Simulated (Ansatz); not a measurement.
# AlClGa2H5N: from a rough start to a minimum

What shape does AlClGa2H5N take? The plan is to relax it, then compute its harmonic vibrations to see whether it is a minimum and to get the zero-point energy and entropy, and look at its orbitals and charge.

Program: Ansatz 0.2.0, Gaussian basis. Level of theory: RKS PBE0-D4/def2-TZVP. These are calculated values, not measurements.

Plan: relaxation at PBE0-D4/def2-TZVP; harmonic vibrations at the same level; a single point in def2-TZVPP for the fields.

## (1) Where the work starts

SMILES `[AlH2][NH][Ga]([Cl])[GaH2]`, 10 atoms, charge 0, spin multiplicity 1.

Atoms are counted from 1 here; the program's logs count them from 0.

Bond lengths: Al1–N2 1.771 Å, Al1–H6 1.558 Å, Al1–H7 1.569 Å, N2–Ga3 1.927 Å, N2–H8 1.019 Å, Ga3–Cl4 2.112 Å, Ga3–Ga5 2.488 Å, Ga5–H9 1.612 Å, Ga5–H10 1.617 Å. Angles: N2–Al1–H6 121.0°, N2–Al1–H7 120.5°, H6–Al1–H7 115.2°, Al1–N2–Ga3 103.8°, Al1–N2–H8 133.0°, Ga3–N2–H8 123.2°, N2–Ga3–Cl4 117.8°, N2–Ga3–Ga5 103.4°, Cl4–Ga3–Ga5 138.8°, Ga3–Ga5–H9 123.9°, Ga3–Ga5–H10 122.7°, H9–Ga5–H10 112.8°.

The start is a GFN2-xTB geometry.

## (2) Relaxation at PBE0-D4/def2-TZVP

Input file in.yaml:

```yaml
crystal:
  periodic: [false, false, false]
  atoms:
    - {symbol: Al, position_ang: [-1.559000, 0.189350, 0.337460]}
    - {symbol: N, position_ang: [-1.045940, -1.239810, -0.574870]}
    - {symbol: Ga, position_ang: [0.873760, -1.085470, -0.630740]}
    - {symbol: Cl, position_ang: [1.969440, -2.704950, -1.428690]}
    - {symbol: Ga, position_ang: [1.302200, 1.157910, 0.355560]}
    - {symbol: H, position_ang: [-1.459650, 0.228310, 1.891540]}
    - {symbol: H, position_ang: [-1.643200, 1.592260, -0.361170]}
    - {symbol: H, position_ang: [-1.553820, -2.027170, -0.975070]}
    - {symbol: H, position_ang: [1.513120, 1.422870, 1.931770]}
    - {symbol: H, position_ang: [1.603090, 2.466700, -0.545790]}
basis:
  gaussian: {orbitals: def2-TZVP}
hamiltonian: {xc: pbe0, dispersion: d4}
relax: {f_tol: 0.005, max_steps: 150}
```

The run is started by

```console
$ ansatz run in.yaml --threads 2 --pin off --events-out ev --progress --plain --max-ram 32768MiB --backend cuda --devices 0, --max-vram 18GiB
```

After this run come: Force constants and modes; Orbitals, density and potential.

Q: Predict the results of all the runs planned. Wanted: point group; shift from the start; total energy; dispersion term; dipole moment; lowest, highest wavenumber; zero-point energy; HOMO, LUMO.

The runs gave:

```
                  quantity            value
               point group               Cs
                     steps               24
shift from the start (rms)          0.824 Å
              total energy  -125428.7030 eV
           dispersion term         -276 meV
             dipole moment           3.06 D
lowest, highest wavenumber    69, 3613 cm⁻¹
         zero-point energy     119.7 kJ/mol
       entropy at 298.15 K  408.6 J/(mol K)
                HOMO, LUMO  -7.22, -1.49 eV
```

What this shows: The relaxed geometry lies 0.82 Å (rms) from the start; the bond that changed most is Al1–H7, from 1.569 to 1.643 Å. No mode is imaginary: a true minimum at this level. The stiffest mode, 3613 cm⁻¹, is an N–H stretch, and 5 modes under 200 cm⁻¹ make the vibrational entropy uncertain. Harmonic hybrid wavenumbers usually lie a few per cent above measured fundamentals. The largest Mulliken charge, -0.48 e, sits on N2. The HOMO lies mostly on Ga3 32 %; Ga5 21 % and the LUMO on Al1 45 %; H6, H7 about 19 % each.
